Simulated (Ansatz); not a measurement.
# ZnO: the cost of one run

Method: DFT PBE, scalar-relativistic, plane waves, PAW, in Ansatz 0.2.0.

## (1) The starting structure

It takes space group P6_3mc (No. 186, hexagonal). Conventional cell: a = 3.249 Å, b = 3.249 Å, c = 5.204 Å, α = 90.00°, β = 90.00°, γ = 120.00°. Around Zn (site symmetry 3m) lie 4 O at 1.97 to 1.99 Å. O (site symmetry 3m) is surrounded by 4 Zn at 1.97 to 1.99 Å.

Coordinates:

```cif
data_structure
_symmetry_space_group_name_H-M 'P6_3mc'
_symmetry_Int_Tables_number 186
_cell_length_a 3.2494
_cell_length_b 3.2494
_cell_length_c 5.2038
_cell_angle_alpha 90.000
_cell_angle_beta 90.000
_cell_angle_gamma 120.000
_cell_volume 47.58
loop_
_atom_site_label
_atom_site_type_symbol
_atom_site_symmetry_multiplicity
_atom_site_Wyckoff_symbol
_atom_site_fract_x
_atom_site_fract_y
_atom_site_fract_z
_atom_site_occupancy
Zn1 Zn 2 b 0.33333 0.66667 0.00000 1
O1 O 2 b 0.33333 0.66667 0.38200 1
```

## (2) Relaxing cell and atoms: ZnO, no spin

input.yaml

```yaml
crystal:
  lattice:
    - [3.2494, 0.0, 0.0]
    - [-1.6247, 2.8140629471, 0.0]
    - [0.0, 0.0, 5.2038]
  atoms:
    - { symbol: Zn, position: [0.3333333333, 0.6666666667, 0.0] }
    - { symbol: Zn, position: [0.6666666667, 0.3333333333, 0.5] }
    - { symbol: O, position: [0.3333333333, 0.6666666667, 0.382] }
    - { symbol: O, position: [0.6666666667, 0.3333333333, 0.882] }
scf:
  occupations: { method: gaussian, width: 0.02 }
output:
  forces: true
  stress: true
  write_density: true
  write_potential: true
  elf: true
  volumetric_format: npy
hamiltonian:
  xc: pbe
kpoints:
  mp_grid: { grid: [8, 8, 5] }
relax:
  f_tol: 0.004
  cell: { stress_tol: 0.05 }
```

The run is started by

```sh
$ ansatz run input.yaml --threads 4 --pin off --max-ram 8192MiB --backend cpu --events-out ev --progress --plain --runs-dir out
```

Q: Estimate wall time and peak memory on 4 threads of AMD EPYC 7R13 (Zen 3), shared host.

About 7 s, with a peak of 0.43 GiB.
